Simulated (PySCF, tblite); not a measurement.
# C5H9Ge2N: geometry, infrared bands and NMR shifts

Wanted: the infrared bands and NMR shifts of C5H9Ge2N (`[GeH3][GeH2][c]1cccnc1`), by calculation.

The runs use tblite 0.8.0 and PySCF 2.14.0, with density-fitted response routines of our own; the level of theory stands in each step. All values are computed, except where a source is named. Atoms are numbered from 0 throughout.

## (1) The molecule as given

17 atoms, charge 0, multiplicity 1; geometry from: force field or distance geometry start.

Bonds of the start (Å): Ge0–Ge1 2.39, Ge1–C2 1.89, C2–C3 1.39, C3–C4 1.39, C4–C5 1.39, C5–N6 1.36, N6–C7 1.37, C7–C2 1.37, Ge0–H8 1.57, Ge0–H9 1.53, Ge0–H10 1.56, Ge1–H11 1.54, Ge1–H12 1.53, C3–H13 1.09, C4–H14 1.10, C5–H15 1.10, C7–H16 1.09.

## (2) Geometry optimisation with GFN2-xTB

The job: settings as JSON, then the geometry in Å.

```
{"job": {"kind": "relax", "xc": "GFN2-xTB", "basis": "xTB"}, "charge": 0, "multiplicity": 1}
Ge     2.925300     0.484200     0.197500
Ge     1.320900    -1.284600     0.016700
C     -0.398000    -0.529100     0.249200
C     -0.539400     0.851900     0.217500
C     -1.827800     1.352700     0.398200
C     -2.913000     0.497800     0.562100
N     -2.733800    -0.851300     0.574500
C     -1.473000    -1.364600     0.422500
H      2.381500     1.653400     1.095600
H      4.260200     0.025900     0.778300
H      3.037900     1.078400    -1.235400
H      1.502700    -2.369000     1.100200
H      1.393200    -1.975800    -1.348000
H      0.304900     1.522900     0.088000
H     -1.963100     2.439800     0.381400
H     -3.913700     0.926700     0.704400
H     -1.371700    -2.447200     0.436700
```

Run with:

```console
OMP_NUM_THREADS=1 python probes_run.py task.json out
```

The driver reads the jobs from task.json and runs them one after another.

**Question.** This job is followed by: GFN2-xTB harmonic vibrations, gas phase; GIAO PBE0/pcSseg-1 NMR shielding, non-relativistic, gas phase. What will the session give for the following? strongest single infrared mode (GFN2-xTB); zero-point energy (GFN2-xTB); ¹³C shifts against TMS (PBE0/pcSseg-1); ¹H shifts against TMS (PBE0/pcSseg-1, means over atoms taken as alike); ⁷³Ge shifts against GeMe4 (PBE0/pcSseg-1); ¹⁵N shifts against NH3 (PBE0/pcSseg-1).

**Answer**, as computed:

| quantity | value |
| --- | --- |
| strongest single infrared mode (GFN2-xTB) | 624 cm⁻¹, 719 km/mol |
| zero-point energy (GFN2-xTB) | 70.0 kcal/mol |
| ¹³C shifts against TMS (PBE0/pcSseg-1) | 160.9, 155.9, 148.9, 133.8, 128.4 ppm |
| ¹H shifts against TMS (PBE0/pcSseg-1, means over atoms taken as alike) | 9.10, 8.95, 7.98, 7.40, 4.56, 3.41 ppm |
| ⁷³Ge shifts against GeMe4 (PBE0/pcSseg-1) | -236, -367 ppm |
| ¹⁵N shifts against NH3 (PBE0/pcSseg-1) | 358.2 ppm |

**Reading.** Relaxing lowered the energy by 0.434 eV in 54 steps; the close pair that moved most is Ge0–H8, from 1.571 to 1.500 Å. The lowest mode is slightly imaginary (11i cm⁻¹), a soft motion within the noise of the Hessian, so the minimum is not strictly shown. The strongest single mode, at 624 cm⁻¹, moves mainly H11. Unscaled tight-binding wavenumbers are off by several per cent, some by more. Its intensities can rank the bands wrongly. At PBE0/pcSseg-1: Shielding is most anisotropic at N6 (span 702 ppm, paramagnetic term -421 ppm). NICS(1)zz of -28 ppm above the planar ring from C2 marks a diatropic (aromatic) ring current. Spin-orbit coupling is left out, which matters for shieldings and couplings at and beside the heavy atoms.
